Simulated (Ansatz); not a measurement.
# HfB: relaxation of cell and atoms with BLYP+D3(BJ)

The system is HfB.

```
Hf B
1.0
     0.00000    2.31000    2.31000
     2.31000    0.00000    2.31000
     2.31000    2.31000    0.00000
Hf B
1 1
Direct
  0.50000 0.50000 0.50000
  0.00000 0.00000 0.00000
```

```
Program             : Ansatz 0.2.0
Task                : relaxation of cell and atoms
Functional          : BLYP
Dispersion          : D3(BJ)
Potentials or basis : Ansatz PAW
Cutoff              : 420 eV (not typed: the program's choice for these potentials)
k mesh              : 10 × 10 × 10
Occupations         : fermi-dirac, width 0.05 eV
Spin                : no spin polarisation
```

The relaxed volume is 13.75 Å³/atom. The relaxed cell is a = 3.388 Å, b = 3.388 Å, c = 3.388 Å, α = 60.00°, β = 60.00°, γ = 60.00°. The space group after relaxing (to 0.05 Å) is Fm-3m (No. 225). The energy gained by relaxing is 95.1 meV/atom, the ionic steps are 7 and the pressure after relaxing is 0.0 GPa. The band gap on the k mesh is none (metal or under the smearing width).

The path:
```
step  energy change (eV)  largest force (eV/Å)  volume (Å³)
   1              0.0000                0.0000        24.65
   2             -0.1697                0.0000        28.44
   3             -0.1870                0.0000        27.62
   4             -0.1874                0.0000        27.48
   5             -0.1902                0.0000        27.48
   6             -0.1902                0.0000        27.50
   7             -0.1903                0.0000        27.50
```

Final structure:
```
Hf B
1.0
     0.00000    2.39574    2.39574
     2.39574    0.00000    2.39574
     2.39574    2.39574    0.00000
Hf B
1 1
Direct
  0.50000 0.50000 0.50000
  0.00000 0.00000 0.00000
```

Levels at points of the mesh, in eV from the Fermi level:
| k point | band 11 | band 12 | band 13 | band 14 | band 15 | band 16 | band 17 | band 18 | band 19 |
| --- | --- | --- | --- | --- | --- | --- | --- | --- | --- |
| (0.00, 0.00, 0.00) | -10.40 | -9.08 | 2.06 | 2.06 | 2.06 | 3.63 | 3.63 | 3.63 | 3.72 |
| (0.00, 0.00, -0.50) | -10.40 | -4.55 | -4.34 | -1.22 | -1.22 | 5.66 | 5.66 | 6.55 | 8.18 |
| (0.00, -0.50, -0.50) | -10.42 | -6.44 | -1.04 | -0.72 | 2.06 | 2.06 | 5.40 | 6.78 | 6.78 |

It took 11 s on 2 threads of Arm Neoverse N1, with other jobs on the host, peak memory 0.31 GiB.

Caveat: the plane-wave basis is chosen anew once the cell has moved, so the energies of steps on either side of that aren't comparable; the volume moved by +12 % from the deposited cell, more than functionals usually miss; pairwise dispersion overbinds metals, which lowers pressure and volume; the PAW data sets come from PBE, with cores solved anew for the run's functional, which leaves a small shift of forces and pressure. Zero-point motion and thermal expansion aren't in these numbers.
